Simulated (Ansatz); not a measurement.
Run this with the Python package of Ansatz (0.2.0) and show what comes out.

`run_terms.py`:
```python
# -*- coding: utf-8 -*-
'''Taking single terms out of the free energy of YSn3.'''

import ansatz


def main():
    ysn3 = (
        ansatz.Lattice.of((0.0, 3.820788, 3.820788), (3.820788, 0.0, 3.820788), (3.820788, 3.820788, 0.0))
        .atom('Y', (0.0, 0.0, 0.0))
        .atom('Sn', (0.5, 0.5, 0.5))
        .atom('Sn', (0.25, 0.25, 0.25))
        .atom('Sn', (0.75, 0.75, 0.75))
    )

    job = (
        ysn3.calculation()
        .scf(tolerance=1e-09, self_checks='low')
        .occupations('methfessel_paxton', width=0.15)  # fractional filling near the Fermi level
        .eigensolver('davidson', full_accuracy=True)
        .kpoints(5, 5, 5)  # sampling of the Brillouin zone
    )
    with_term = job.functional('pbesol', dispersion='d3bj').basis(340).cutoff_correction(490).run(threads=1, backend='cpu').report
    without = job.functional('pbesol').basis(340).run(threads=1, backend='cpu').report
    finer = job.functional('pbesol').basis(490).run(threads=1, backend='cpu').report
    removed = ansatz.free_energy_without(with_term, ansatz.EnergyTerm.DISPERSION)
    print(f'dispersion term            {with_term["components"]["e_disp"]:.5f} eV')
    print(f'F less dispersion          {removed:.5f} eV, run without it {without["free_energy_ev"]:.5f} eV')
    print(f'F less smearing term       {ansatz.free_energy_without(without, ansatz.EnergyTerm.SMEARING):.5f} eV')
    print(f'estimated gain to 490 eV   {with_term["cutoff_correction"]["energy_ev"]:.5f} eV, found {finer["free_energy_ev"] - without["free_energy_ev"]:.5f} eV')


if __name__ == '__main__':
    main()
```

```console
$ python run_terms.py
DeckWarning: basis.ecutwfc = 340 eV is below the records' recommended 420 eV, and the density's cutoff is lower with it unless basis.ecutrho_ratio is high enough to keep the records' density cutoff: compare with a run at a higher cutoff
dispersion term            -1.58303 eV
F less dispersion          -21645.29267 eV, run without it -21645.29267 eV
F less smearing term       -21645.28510 eV
estimated gain to 490 eV   -0.01210 eV, found -0.01216 eV
```
(Warnings from the package without file and line.)

What to keep in mind:
- The settings weren't tested for convergence.
- The cutoff lies under the one recommended for these potentials in some of the runs.
- Dispersion corrections can be off by several per cent in the lattices of metals, and by several GPa in the pressure at a fixed cell.
- For a metal this k-point mesh is coarse: on a finer one energies can move by several to tens of meV an atom and pressures by half a GPa or more, differences at one mesh by less.
- The structure comes from a database of computed cells and needn't be a stable or known phase.
- Run time: 16 s on 1 thread of Arm Neoverse V1 (shared host), peak memory 0.42 GiB.

(A comment or docstring line of the script was reworded after the run, the code is as it ran; lines on the test bed's own set-up are left out of the output.)
